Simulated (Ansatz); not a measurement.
**Lithium, beta-Sn type under LDA: ground state and equation of state**

The plan for lithium in the beta-Sn type structure: relax it, solve it on a dense k-mesh, switch on spin-orbit coupling, then scale the cell to 7 volumes from 88 to 112 % of the relaxed one and try a fit of the equation of state. The k-meshes are 12×12×8 for the relaxation; 22×22×11 for the dense run; 14×14×7 for spin-orbit coupling; 15×15×7 for the volumes.

Computed with Ansatz 0.2.0 (DFT LDA (PW92), plane waves (420 eV) with PAW, scalar-relativistic; PAW files made under PBE, frozen cores solved again for the functional, unless a step says otherwise).

## Step 1: The structure to begin with

The structure is tetragonal, space group I4_1/amd (No. 141). Conventional cell: a = 5.498 Å, b = 5.498 Å, c = 3.002 Å, α = 90.00°, β = 90.00°, γ = 90.00°. Li (site symmetry -4m2) is surrounded by 6 Li at 2.85 to 3.00 Å.

As a file:

```
CELL_PARAMETERS angstrom
-2.74916 2.74916 1.50104
2.74916 -2.74916 1.50104
2.74916 2.74916 -1.50104
ATOMIC_POSITIONS crystal
Li 0.00000 0.00000 0.00000
Li 0.75000 0.25000 0.50000
```

## Step 2: Geometry optimisation

Contents of input.yaml:

```yaml
crystal:
  lattice:
    - [-2.7491560018, 2.7491560018, 1.501039177]
    - [2.7491560018, -2.7491560018, 1.501039177]
    - [2.7491560018, 2.7491560018, -1.501039177]
  atoms:
    - { symbol: Li, position: [0.0, 0.0, 0.0] }
    - { symbol: Li, position: [0.75, 0.25, 0.5] }
hamiltonian:
  xc: lda
  pseudopotentials:
    kind: paw
    azcp:
      Li: "pseudopotentials/Li.paw.azcp"
basis:
  ecutwfc: 420
  fft_grid_basis: typed
kpoints:
  mp_grid: { grid: [12, 12, 8], shift: [0, 0, 0] }
magnetization:
  spin_polarized: false
scf:
  occupations: { method: fermi_dirac, width: 0.1 }
relax:
  max_steps: 60
  f_tol: 0.01
  cell: {}
output:
  write_density: true
  write_potential: true
  elf: true
  volumetric_format: npy
```

After this run come: Dense single point; A two-component run at the same geometry; Equation of state: 88 %; Equation of state: 92 %; Equation of state: 96 %; Equation of state: 100 %; Equation of state: 104 %; Equation of state: 108 %; Equation of state: 112 %.

What does the calculation give? Wanted: space group; conventional cell; volume; shortest distance; gap on the mesh; relative to bcc; highest ELF outside the cores; V₀, B₀, B₀′.

The runs gave:

| quantity | value |
| --- | --- |
| space group (spins left aside) | C2/c (No. 15) |
| conventional cell | a = 3.004 Å, b = 5.181 Å, c = 4.879 Å, β = 90.16° |
| volume | 18.984 Å³/atom |
| shortest distance | 2.986 Å |
| gap on the mesh | none (levels filled in part) |
| relative to bcc | -2 meV/atom |
| highest ELF outside the cores | 0.72, 2.07 Å from the nearest atom |
| V₀, B₀, B₀′ | 18.976 Å³/atom, 15.0 GPa, 3.4 |

The relaxation shrank the cell by 16.3 % in volume. What began as beta-Sn type has relaxed into hcp. What follows belongs to that structure, not to the type named at the start. The mesh has less symmetry than the lattice, which may have let the distortion in. It lies 2 meV/atom below the element's reference form at the same level (bcc, from a run of its own), within what mesh and smearing can decide. Levels at the Fermi energy are filled in part, as in a metal. The total energy of the spin-orbit run (on a coarser mesh) lies 0 meV/atom from the scalar one; mesh and treatment of the core enter this figure, so it is no spin-orbit energy. The fitted modulus is 15.0 GPa, a soft solid; letting shape and positions relax at each volume could only lower it.
